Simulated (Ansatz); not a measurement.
# CuSe (PtS type): one cell, many starting occupations, part 2 of 3

Task: map the metastable states of CuSe (PtS type) by varying the start. Cell and atoms stay fixed. This structure was made by substitution into a known type, so it needn't be the compound's stable form.

Ansatz 0.2.0; DFT r²SCAN+U (U_eff = 2 eV on Cu d), plane waves, PAW.

### Step 5. Random orbitals: fully mixed, first filling

File input.yaml:

```yaml
crystal:
  lattice:
    - [4.35387706, 0.0, 0.0]
    - [0.0, 4.35387706, 0.0]
    - [0.0, 0.0, 5.42058714]
  atoms:
    - { symbol: Cu, position: [0.0, 0.5, 0.0], spin: 1.0 }
    - { symbol: Cu, position: [0.5, 0.0, 0.5], spin: 1.0 }
    - { symbol: Se, position: [0.0, 0.0, 0.25] }
    - { symbol: Se, position: [0.0, 0.0, 0.75] }
basis:
  ecutwfc: 500
  ecutrho_ratio: 4
kpoints:
  mp_grid: { grid: [5, 5, 4] }
hamiltonian:
  xc: r2scan
  hubbard:
    sites:
      - { site: 0, l: d, u_eff: 2.0, starting_ns: [{ spin: up, occupation_matrix: s0up }, { spin: down, occupation_matrix: s0down }] }
      - { site: 1, l: d, u_eff: 2.0, starting_ns: [{ spin: up, occupation_matrix: s1up }, { spin: down, occupation_matrix: s1down }] }
    occupation_matrices:
      s0up:
        matrix:
          - [0.97, 0.0, 0.0, 0.0, 0.0]
          - [0.0, 0.97, 0.0, 0.0, 0.0]
          - [0.0, 0.0, 0.97, 0.0, 0.0]
          - [0.0, 0.0, 0.0, 0.97, 0.0]
          - [0.0, 0.0, 0.0, 0.0, 0.97]
      s0down:
        matrix:
          - [0.43621, 0.05694, -0.40568, 0.19928, 0.12099]
          - [0.05694, 0.96393, 0.04327, -0.02126, -0.01291]
          - [-0.40568, 0.04327, 0.66168, 0.15145, 0.09195]
          - [0.19928, -0.02126, 0.15145, 0.8956, -0.04517]
          - [0.12099, -0.01291, 0.09195, -0.04517, 0.94258]
      s1up:
        matrix:
          - [0.97, 0.0, 0.0, 0.0, 0.0]
          - [0.0, 0.97, 0.0, 0.0, 0.0]
          - [0.0, 0.0, 0.97, 0.0, 0.0]
          - [0.0, 0.0, 0.0, 0.97, 0.0]
          - [0.0, 0.0, 0.0, 0.0, 0.97]
      s1down:
        matrix:
          - [0.94265, -0.07563, 0.10781, -0.07563, 0.04666]
          - [-0.07563, 0.76092, 0.29805, -0.20908, 0.12901]
          - [0.10781, 0.29805, 0.54512, 0.29805, -0.1839]
          - [-0.07563, -0.20908, 0.29805, 0.76092, 0.12901]
          - [0.04666, 0.12901, -0.1839, 0.12901, 0.8904]
    ns_hold: until_converged
scf:
  occupations: { method: gaussian, width: 0.05 }
  lower_state_search: "off"
  max_iter: 150
output:
  forces: true
  stress: true
  eigenvalues: true
  populations: true
  hubbard: { sites: [{ site: 0, l: d }, { site: 1, l: d }] }
  write_density: true
  write_potential: true
  elf: true
  volumetric_format: npy
magnetization:
  spin_polarized: true
```

The typed matrices put 0.97 on the chosen orbitals and 0.02 on the others, and are held until the SCF converges, then released.

Run with:

```
ansatz run input.yaml --threads 4 --pin off --max-ram 6144MiB --backend cpu --events-out ev --progress --plain --runs-dir out
```

The log of the run:

```text
Warning: crystal.symmetry: narrowed to the stabiliser of the occupation matrices — unitary ops 16 → 2; lowered by the specified shells (site 0, l: d), (site 1, l: d); largest admitted image defect 4.4e-16, smallest excluded 5.1e-1 — at a splitting's scale: the group the occupation matrices' own texture admits
Warning: RAYON_NUM_THREADS=4 ignored (pool sized by the plan → 4); use --threads N
Cu: projections on atomic orbitals take those of the free atom [Ne] 3s2 3p6 3d10 4s1, of charge +0.00 (hamiltonian.pseudopotentials.projection_atoms); the dataset's partial waves leave at most 2.0e-6 of an orbital's norm unspanned inside its sphere
Se: projections on atomic orbitals take those of the free atom [Ar] 3d10 4s2 4p4, of charge +0.00 (hamiltonian.pseudopotentials.projection_atoms); the dataset's partial waves leave at most 2.3e-6 of an orbital's norm unspanned inside its sphere
Engine: ansatz 0.2.0, aarch64-unknown-linux-gnu
Pseudopotentials: kind: paw
Pseudopotential: Cu, paw, valence charge 19, recommended cutoff 500 eV (meta_gga), Cu.paw.azcp
Pseudopotential: Se, paw, valence charge 16, recommended cutoff 500 eV (meta_gga), Se.paw.azcp
Functional definition: r2SCAN
  parameter k0 = 0.174
  parameter k1 = 0.065
  parameter a1 = 4.9479
  exchange = r2scan_x(k0 = k0, k1 = k1, a1 = a1)
  correlation = r2scan_c
Crystal: 4 atoms, lattice volume = 102.754 Å³
Basis set: ecut = 500 eV, 2579 PW (Γ), exchange–correlation on 128×128×160 points (64 copies of the dense FFT grid, shifted against one another)
Bands: 44, of which v1, the nominal top of the filled ones, is band 35 counted from 1 (34 counted from 0)
Symmetry: 2 space group operations
k-points: 51 of 100
Non-local potential: Cu, projectors of the file, l = 0: 3, l = 1: 2, l = 2: 3, l = 3: 1
Non-local potential: Se, projectors of the file, l = 0: 2, l = 1: 2, l = 2: 3, l = 3: 1
PAW form: soft (Blöchl's): semilocal exchange-correlation on the pseudo side does not see the compensation charge
PAW frozen core: Cu, regenerated for the run's functional (the file was generated under x = pbe(κ = 0.804, μ = 0.2195149727645171), c = pbe(β = 0.06672455060314922))
PAW frozen core: Se, regenerated for the run's functional (the file was generated under x = pbe(κ = 0.804, μ = 0.2195149727645171), c = pbe(β = 0.06672455060314922))
PAW one-centre angular grid: Cu, 590 points (default); XC on 160 Gauss nodes
PAW one-centre angular grid: Se, 590 points (default); XC on 160 Gauss nodes
Initial density: superposition of atomic densities (chi_scale 0.1, normalization cell)
Starting moments: Σ|m| = 2 μB on 2 of 4 sites
Initial wavefunctions: pseudopotential atomic-orbital guess
Functional: x = r2scan, c = r2scan; τ floored in thin density (d = 2e-4 eV/Å³)
SCF iter   1: F=—  HF=-24216.236329 eV  |F-HF|=—  |Δ(HF+E_count)|=         —  Δρ=7.14e-2 (↑7.14e-2 ↓2.17e-2)  dr2=5.77e0  dr2_τ=2.53e-2  dr2_m=1.29e0  M=0.720 μB ∫|m|=1.012 μB  β_m=0.30  ethr=3.10e-3  ⟨swp⟩=6.2  Hψ=16158  notcnv=0  defer=31
preconditioner: auto → none  [metal: Δε(μ)=0.008 eV  Ē_g=9.443 eV  σ=0.050 eV  W_gap=0.09  n_scr=28 (ndim 8)  ℏωp=21.4 eV  f_vac=0.248  D(μ)=3.55/eV (n_scr^D=28)  sad-step TF]
SCF iter   2: F=—  HF=-24215.812616 eV  |F-HF|=—  |Δ(HF+E_count)|=   4.24e-1  Δρ=4.53e-2 (↑3.75e-2 ↓4.53e-2)  dr2=6.08e-1  dr2_τ=1.42e-2  dr2_m=1.49e0  M=0.427 μB ∫|m|=0.618 μB  β_m=0.30  ethr=3.10e-3  ⟨swp⟩=2.1  Hψ=7197  notcnv=0  defer=350  κ⁻¹=1.0e0(r=1)
SCF iter   3: F=—  HF=-24215.753271 eV  |F-HF|=—  |Δ(HF+E_count)|=   5.93e-2  Δρ=3.31e-2 (↑3.31e-2 ↓3.01e-2)  dr2=2.87e-1  dr2_τ=6.29e-3  dr2_m=8.78e-1  M=0.362 μB ∫|m|=0.531 μB  β_m=0.30  ethr=8.69e-4  ⟨swp⟩=2.1  Hψ=7108  notcnv=0  defer=367  κ⁻¹=8.6e-2(r=2)
SCF iter   4: F=—  HF=-24215.825156 eV  |F-HF|=—  |Δ(HF+E_count)|=   7.19e-2  Δρ=2.56e-2 (↑2.51e-2 ↓2.56e-2)  dr2=2.61e-1  dr2_τ=3.73e-3  dr2_m=5.35e-1  M=0.326 μB ∫|m|=0.481 μB  β_m=0.30  ethr=4.10e-4  ⟨swp⟩=2.0  Hψ=5863  notcnv=0  defer=363  κ⁻¹=4.5e-2(r=3)
SCF iter   5: F=—  HF=-24215.841778 eV  |F-HF|=—  |Δ(HF+E_count)|=   1.66e-2  Δρ=1.96e-2 (↑1.75e-2 ↓1.96e-2)  dr2=1.72e-2  dr2_τ=2.17e-3  dr2_m=3.16e-1  M=0.301 μB ∫|m|=0.445 μB  β_m=0.30  ethr=3.72e-4  ⟨swp⟩=2.0  Hψ=5993  notcnv=0  defer=346  κ⁻¹=1.4e-3(r=4)
SCF iter   6: F=—  HF=-24215.882007 eV  |F-HF|=—  |Δ(HF+E_count)|=   4.02e-2  Δρ=1.57e-2 (↑1.23e-2 ↓1.57e-2)  dr2=1.13e-2  dr2_τ=1.16e-3  dr2_m=1.84e-1  M=0.300 μB ∫|m|=0.425 μB  β_m=0.30  ethr=2.45e-5  ⟨swp⟩=2.0  Hψ=8316  notcnv=0  defer=346  κ⁻¹=4.9e-5(r=5)
SCF iter   7: F=—  HF=-24215.896114 eV  |F-HF|=—  |Δ(HF+E_count)|=   1.41e-2  Δρ=1.18e-2 (↑8.92e-3 ↓1.18e-2)  dr2=6.76e-3  dr2_τ=6.40e-4  dr2_m=1.01e-1  M=0.300 μB ∫|m|=0.414 μB  β_m=0.67  ethr=1.62e-5  ⟨swp⟩=1.9  Hψ=4899  notcnv=0  defer=346
Mixer restart at iter 7: flushing history
spin-set hold released at iteration 7 (site moments contracting): the magnetisation degrees of freedom join the quasi-Newton model from the next iteration; the mixer history was flushed
SCF iter   8: F=—  HF=-24215.895250 eV  |F-HF|=—  |Δ(HF+E_count)|=   8.64e-4  Δρ=3.79e-3 (↑3.79e-3 ↓3.56e-3)  dr2=1.80e-4  dr2_τ=1.14e-4  dr2_m=1.27e-2  M=0.300 μB ∫|m|=0.417 μB  β_m=1.20  ethr=9.65e-6  ⟨swp⟩=2.0  Hψ=7969  notcnv=0  defer=346  κ⁻¹=1.0e0(r=1)
SCF iter   9: F=—  HF=-24215.894691 eV  |F-HF|=—  |Δ(HF+E_count)|=   5.59e-4  Δρ=1.52e-3 (↑4.86e-4 ↓1.52e-3)  dr2=2.79e-3  dr2_τ=5.54e-6  dr2_m=2.79e-4  M=0.299 μB ∫|m|=0.410 μB  β_m=1.20  ethr=2.58e-7  ⟨swp⟩=2.5  Hψ=8271  notcnv=0  defer=346  κ⁻¹=1.5e-1(r=2)
[... 22 lines left out ...]
SCF iter  31: F=-24217.698450 eV  HF=-24217.698450 eV  |F-HF|=1.02e-7  |Δ(HF+E_count)|=   2.61e-7  Δρ=4.74e-6 (↑4.74e-6 ↓4.41e-6)  dr2=2.89e-9  dr2_τ=2.59e-10  dr2_m=1.84e-8  M=0.001 μB ∫|m|=0.001 μB  β_m=0.30  ethr=5.38e-12  ⟨swp⟩=7.4  Hψ=24410  notcnv=0  κ⁻¹=7.6e-6(r=8)
iter 32 did not close the SCF: its close was put off for a magnetic moment that had not settled (scf_convergence_deferred on its scf_iter line)
SCF iter  32: F=-24217.698450 eV  HF=-24217.698450 eV  |F-HF|=4.00e-8  |Δ(HF+E_count)|=   1.35e-7  Δρ=2.70e-6 (↑2.70e-6 ↓1.77e-6)  dr2=2.05e-9  dr2_τ=4.75e-11  dr2_m=4.44e-9  M=-0.000 μB ∫|m|=0.000 μB  β_m=0.33  ethr=4.13e-12  ⟨swp⟩=7.1  Hψ=24659  notcnv=0  κ⁻¹=1.8e-6(r=8)
iter 33 did not close the SCF: its close was put off for a magnetic moment that had not settled (scf_convergence_deferred on its scf_iter line)
SCF iter  33: F=-24217.698450 eV  HF=-24217.698450 eV  |F-HF|=1.18e-8  |Δ(HF+E_count)|=   3.54e-8  Δρ=1.92e-6 (↑1.73e-6 ↓1.92e-6)  dr2=1.28e-10  dr2_τ=3.18e-11  dr2_m=3.09e-9  M=-0.000 μB ∫|m|=0.000 μB  β_m=0.30  ethr=2.93e-12  ⟨swp⟩=4.2  Hψ=23405  notcnv=0  κ⁻¹=2.5e-5(r=8)
iter 34 did not close the SCF: its close was put off for a magnetic moment that had not settled (scf_convergence_deferred on its scf_iter line)
SCF iter  34: F=-24217.698450 eV  HF=-24217.698450 eV  |F-HF|=5.06e-9  |Δ(HF+E_count)|=   9.14e-9  Δρ=1.80e-6 (↑1.80e-6 ↓1.57e-6)  dr2=8.93e-11  dr2_τ=2.73e-11  dr2_m=2.63e-9  M=-0.000 μB ∫|m|=0.000 μB  β_m=0.82  ethr=1.00e-12  ⟨swp⟩=4.0  Hψ=21469  notcnv=0  κ⁻¹=6.0e-6(r=8)
iter 35 did not close the SCF: its close was put off for a magnetic moment that had not settled (scf_convergence_deferred on its scf_iter line)
SCF iter  35: F=-24217.698450 eV  HF=-24217.698450 eV  |F-HF|=1.64e-9  |Δ(HF+E_count)|=   6.32e-9  Δρ=7.92e-7 (↑5.60e-7 ↓7.92e-7)  dr2=8.08e-11  dr2_τ=3.01e-12  dr2_m=4.12e-10  M=0.000 μB ∫|m|=0.000 μB  β_m=1.20  ethr=1.00e-12  ⟨swp⟩=4.0  Hψ=21715  notcnv=0  κ⁻¹=1.2e-5(r=8)
SCF iter  36: F=-24217.698450 eV  HF=-24217.698450 eV  |F-HF|=5.97e-10  |Δ(HF+E_count)|=   2.10e-9  Δρ=2.35e-7 (↑2.35e-7 ↓1.81e-7)  dr2=1.30e-11  dr2_τ=5.00e-13  dr2_m=3.44e-11  M=0.000 μB ∫|m|=0.000 μB  ethr=1.00e-12  ⟨swp⟩=4.0  Hψ=22248  notcnv=0
WARN: the starting moments were not kept: the SCF closed with an absolute magnetisation of 4.3e-5 μB, where they sum to 2 μB in size (2 sites). That is at most 0.1 of that sum. Measured as dr2_m measures the in/out step, that magnetisation stands 7.9e-10 eV from none, at or under the dr2_threshold of 1.0e-7 eV: it is no larger than a step whose dr2_m would equal this threshold. The system may hold no moment; this SCF shows only that its start led to no more than that. To try another start: raise the starting moments (crystal.atoms[].spin, magnetization.per_species, magnetization.initial_magnetization, or on a non-collinear deck that types none of these the spinor_matrix: blocks that start its atoms; where the total moment is fixed, keep their sum and leave initial_magnetization as it is; typed ones take the place of any that the run laid by itself, positive ones on a crystal's lanthanoids without a Hubbard term where scf.initial_density.shell_occupations: [] is typed) or, if the notice of its spin-set hold's release reads "site moments contracting" or "site moments show no strong build", lengthen the hold (scf.mixing.spin_hold: { on: { confirm: 4 } }; for m-r²SCAN on two components see the key's manual first). Each may lead to a state that holds a moment. A second SCF, from the converged charge density, with the starting moments and any scf.initial_density.shell_occupations laid on it anew, would have followed, and was not run: the deck does not ask for one (magnetization.retry_lost_moments is false, the default). To let it run, set magnetization.retry_lost_moments: true and run the deck again, where that key's refused combinations let it; where memory then withholds it, that run's warning says so.
WARN: hamiltonian.hubbard: on 2 of 4 specified blocks the occupation matrix of this SCF's result fails the test of the specified filling. At site 0 ↓ (sites count from 0 in the list of atoms of the cell that this SCF solves) the least filled combination of the orbitals specified full has occupation 0.963, and the fullest combination of the orbitals specified empty has occupation 0.980; the filling counts as kept where the first is at least 0.75 and exceeds the second by more than 0.25. The same holds at site 1 ↓. The state of this SCF's result may not hold the specified filling, though these bounds can also misjudge a state that does. This warning does not say which state is lower in energy, or whether the specified filling is a self-consistent state at all; see hamiltonian.hubbard.sites[].starting_ns, Limitations, and scf.initial_density.shell_occupations in the input reference
SCF 1 converged in 36 iterations: F = -24217.698450 eV  dr2 = 1.30e-11
this state was not tested for a lower state beside it, because the mixer in use, unlike msr1, does not test its closes by its own steps (another_mixer; see scf.mixing.algorithm and scf.lower_state_search)
SCF converged after 36 iterations
Magnetization: 0.0000 μB (35.0000 up, 35.0000 down)
Absolute magnetization: 0.0000 μB (∫|ρ↑−ρ↓|, with the PAW one-centre terms)
Spin contamination: 0.0000 ħ² per cell (⟨S²⟩ above its minimum at these occupations)
Per-site moments (μB) at R_I (Å): [(-6.189271605830299e-6, 1.0577616596814088), (1.0956551376028107e-5, 1.0577616596814088), (1.1951064503696794e-6, 1.0577616596814088), (1.195106450530052e-6, 1.0577616596814088)]
Free energy (F): -24217.698450 eV
Harris-Foulkes:  -24217.698450 eV  (|F-HF|=5.97e-10)
Internal energy: -24217.696252 eV  (E = F + TS)
E sigma→0 (E₀):  -24217.697351 eV
Entropy (-TS):   -0.002198 eV (-0.549 meV/atom)
Fermi energy:    6.602344 eV
--- Per-component energies (eV) ---
  E_band       = -1988.476925
  E_kinetic    = 832.902915
  E_local      = -17108.119816  (includes V_loc(G=0)·N_el)
  E_nonlocal   = -366.455814
  E_hartree    = 7858.507845
  E_xc         = -356.270542
  E_vxc        = -449.154741  (∫ρ·V_xc dr)
  E_hubbard    = 0.318412  (on-site DFT+U / exact-exchange correction)
  E_vhub       = -19.032343  (the Hubbard potential's part of the band-sum identity)
  E_paw        = -7235.588711  (= ΣΔE_a)
  E_vpaw       = -623.069589  (= ΣTr[D̂ρ^β])
  E_aug_tail   = -0.000102  (compensation charges beyond the density's cutoff)
  E_vtau       = 27.436973  (kinetic-family band-sum trace: ∫τ·v_τ [+ j·A + Jᵃ·Aᵃ] dr)
  E_ewald      = -7838.858682
  E_core_change = -4.131756  (= ΣΔE_core)
  E_smearing   = -0.002198  (= −TS)
  E_closure    = 0.000000  (closes the sum)
  Σ components = -24217.698450   (vs F -24217.698450, Δ=0.00e0)
--- Specified on-site occupations, and those of the state reported ---
  electrons in the specified blocks: 17.5000 specified, 19.6692 found
  site 1 (l=d) ↓: largest change of an orbital's occupation 0.9640; electrons 3.9000 specified, 4.9173 found; spectral distance 0.9293
  site 0 (l=d) ↓: largest change of an orbital's occupation 0.9606; electrons 3.9000 specified, 4.9173 found; spectral distance 0.9293
  site 0 (l=d) ↑: largest change of an orbital's occupation 0.0277; electrons 4.8500 specified, 4.9173 found; spectral distance 0.0514
  site 1 (l=d) ↑: largest change of an orbital's occupation 0.0277; electrons 4.8500 specified, 4.9173 found; spectral distance 0.0514
--- Forces (eV/Å), atoms counted from 1 ---
  atom   1  Cu     0.00000000     0.00000000     0.00000000
  atom   2  Cu     0.00000000     0.00000000     0.00000000
  atom   3  Se    -0.00000002    -0.00000007     0.00000113
  atom   4  Se     0.00000002     0.00000007    -0.00000113
  max |Σ_I F_I| component: 0.00e0 eV/Å
--- Stress (GPa, compression-positive) ---
       -8.499249      -0.000004      -0.000001
       -0.000003      -8.499240      -0.000001
       -0.000001      -0.000001       4.247061
  P = ⅓ Tr σ = -4.2505 GPa (-42.505 kbar)
--- Band table (eV; the first three rows and the last of 102) ---
  k-point 0 ↑: bands = ["-108.8703", "-108.8702", "-64.8005", "-64.8005", "-64.7212", "-64.7211", "-64.6939", "-64.6939", "-42.5742", "-42.5292", "-42.5114", "-42.5114", "-42.4989", "-42.4989", "-42.3683", "-42.3670", "-42.3648", "-42.3637", "-8.7742", "-5.5844", "-0.7268", "2.5135", "2.5135", "2.7754", "2.7754", "3.4562", "3.5343", "3.5674", "3.6805", "3.7191", "3.7543", "3.7543", "4.2793", "7.0124", "7.2686", "7.2686", "9.0564", "10.0848", "11.6810", "12.2463", "12.2463", "13.2808", "13.3654", "15.5591"]
  k-point 1 ↑: bands = ["-108.8703", "-108.8702", "-64.8005", "-64.8005", "-64.7212", "-64.7211", "-64.6939", "-64.6939", "-42.5676", "-42.5358", "-42.5096", "-42.5096", "-42.5008", "-42.5008", "-42.3681", "-42.3672", "-42.3647", "-42.3638", "-8.4803", "-6.3945", "0.6001", "2.3444", "2.3444", "3.0088", "3.0088", "3.4420", "3.5559", "3.5998", "3.6592", "3.6926", "3.9229", "3.9229", "4.3315", "6.5644", "6.5644", "6.9509", "8.2840", "8.8748", "10.7985", "12.2603", "13.4311", "13.4311", "15.3477", "15.7717"]
  k-point 2 ↑: bands = ["-108.8703", "-108.8702", "-64.8005", "-64.8005", "-64.7211", "-64.7211", "-64.6939", "-64.6939", "-42.5517", "-42.5517", "-42.5053", "-42.5053", "-42.5051", "-42.5051", "-42.3676", "-42.3676", "-42.3642", "-42.3642", "-7.6303", "-7.6303", "2.2584", "2.2584", "2.8308", "2.8308", "3.1313", "3.1313", "3.6077", "3.6077", "3.6544", "3.6544", "4.2373", "4.2373", "4.9781", "4.9781", "5.8521", "5.8522", "8.1348", "8.1348", "11.0483", "11.0483", "14.8694", "14.8694", "16.1377", "16.1377"]
  k-point 50 ↓: bands = ["-108.8703", "-108.8702", "-64.8005", "-64.8005", "-64.7211", "-64.7211", "-64.6939", "-64.6939", "-42.5676", "-42.5358", "-42.5098", "-42.5097", "-42.5008", "-42.5007", "-42.3679", "-42.3672", "-42.3646", "-42.3639", "-8.2580", "-6.2912", "0.8895", "1.1682", "1.9908", "2.8049", "2.9753", "3.4530", "3.6149", "3.6458", "3.7314", "3.7451", "3.8579", "3.9296", "4.1359", "4.5176", "5.8986", "8.3799", "9.6447", "10.2837", "10.5611", "12.5936", "13.0416", "14.0120", "14.2946", "16.0022"]
Occupation matrices written to <dir>
--- Löwdin populations: 4 sites ---
  site symbol       q [e]    m [muB]
     0     Cu     18.4007    -0.0000
     1     Cu     18.4007     0.0000
     2     Se     16.4757     0.0000
     3     Se     16.4757     0.0000
  spilling = 0.003531 (of n_electrons = 70.000000)
--- Occupation matrices: 2 shells (run DFT+U table (all-electron-ortho-atomic); ε = 9.76e-4) ---
  Cu0 d_3D: site group D2h (mmm)
  Cu0 d_3D up     Tr n = 4.9173  λ = 0.948 0.981 0.995 0.996 0.998  [yz 1.00 B3g(1.00) | x2-y2 0.93 Ag(1.00) | 2× xy 0.50 Ag(0.50) | xz 1.00 B2g(1.00)]
  Cu0 d_3D dn     Tr n = 4.9173  λ = 0.948 0.981 0.995 0.996 0.998  [yz 1.00 B3g(1.00) | x2-y2 0.93 Ag(1.00) | 2× xy 0.50 Ag(0.50) | xz 1.00 B2g(1.00)]
  specified occupation → Cu0 d_3D up: matrix, ‖Δ‖_F = 0.0514, Tr Δ = -0.0673, displaced = 0.0556, d_λ = 0.0514; orbital distance = 0.0000
  specified occupation → Cu0 d_3D dn: matrix, ‖Δ‖_F = 0.9614, Tr Δ = -1.0173, displaced = 0.5157, d_λ = 0.9293; orbital distance = 1.1623
  Cu1 d_3D: site group D2h (mmm)
  Cu1 d_3D up     Tr n = 4.9173  λ = 0.948 0.981 0.995 0.996 0.998  [xz 1.00 B3g(1.00) | x2-y2 0.93 Ag(1.00) | 2× xy 0.50 Ag(0.50) | yz 1.00 B2g(1.00)]
  Cu1 d_3D dn     Tr n = 4.9173  λ = 0.948 0.981 0.995 0.996 0.998  [xz 1.00 B3g(1.00) | x2-y2 0.93 Ag(1.00) | 2× xy 0.50 Ag(0.50) | yz 1.00 B2g(1.00)]
  specified occupation → Cu1 d_3D up: matrix, ‖Δ‖_F = 0.0514, Tr Δ = -0.0673, displaced = 0.0555, d_λ = 0.0514; orbital distance = 0.0000
  specified occupation → Cu1 d_3D dn: matrix, ‖Δ‖_F = 0.9649, Tr Δ = -1.0173, displaced = 0.5212, d_λ = 0.9293; orbital distance = 1.2489
  Tr n, λ and their labels are of the run-group-symmetrised matrices; stabiliser: 32 of 32 elements of G0×{1,Θ} (closed), max defect 1.2e-5 at τ = 2.1e-4
```

Wall time 2.3 min (4 threads of Arm Neoverse N1, shared host); peak memory 1 GiB.

End state: no gap, pressure -4.3 GPa, no moment over 0.05 μB in any sphere, largest force component 0.00 eV/Å, 2 symmetry operations imposed. The program reports that the typed filling wasn't kept.

The shells' filling, with natural orbitals sorted by occupation:

```
         shell  channel  electrons  over 0.8  0.2 to 0.8  under 0.2
Cu 3d (atom 1)       up       4.92         5           0          0
Cu 3d (atom 1)     down       4.92         5           0          0
```

Density in a lattice plane of the grid's cell (edges 4.35 and 5.42 Å, at 0.000 of the third edge), which holds Cu and Se.

Ten even steps from ' ' (0.01 e/Å³) to '@' (70.69 e/Å³):
```
                                        
                                        
                                        
--::                                  ::
**==..                              ..==
--::                                  ::
                                        
                    ..                  
                ..--++--..              
                ::**@@**::              
                ..--++--..              
                    ..                  
                                        
--::                                  ::
**==..                              ..==
--::                                  ::
                                        
                                        
                                        
                                        
```
Columns run along the first of these edges and rows up along the second, over one cell in 20 and 20 even steps from the bottom left corner. Atoms in the plane (fractional): Cu at (0.50, 0.50), Se at (0.00, 0.25), Se at (0.00, 0.75).

ELF in the same plane.

Values, 12 rows by 10 columns:
```
0.63 0.60 0.49 0.27 0.07 0.02 0.07 0.27 0.49 0.60
0.43 0.67 0.75 0.59 0.19 0.07 0.19 0.59 0.75 0.67
0.11 0.52 0.82 0.64 0.21 0.13 0.21 0.64 0.82 0.52
0.43 0.69 0.78 0.38 0.14 0.16 0.14 0.38 0.78 0.69
0.63 0.64 0.50 0.15 0.24 0.46 0.24 0.15 0.50 0.64
0.37 0.35 0.24 0.14 0.49 0.93 0.49 0.14 0.24 0.35
0.63 0.64 0.50 0.15 0.24 0.46 0.24 0.15 0.50 0.64
0.43 0.69 0.78 0.38 0.14 0.16 0.14 0.38 0.78 0.69
0.11 0.52 0.82 0.64 0.21 0.13 0.21 0.64 0.82 0.52
0.43 0.67 0.75 0.59 0.19 0.07 0.19 0.59 0.75 0.67
0.63 0.60 0.49 0.27 0.07 0.02 0.07 0.27 0.49 0.60
0.37 0.30 0.17 0.07 0.02 0.01 0.02 0.07 0.17 0.30
```
Columns run along the first of these edges and rows up along the second, over one cell in 10 and 12 even steps from the bottom left corner. Atoms in the plane (fractional): Cu at (0.50, 0.50), Se at (0.00, 0.25), Se at (0.00, 0.75).

Both are smooth fields of the valence electrons: close to the nuclei they are not physical.

Outside the cores ELF peaks at 0.83 in the shell around Se, 0.8 Å from Se.

[end of part 2 of 3]
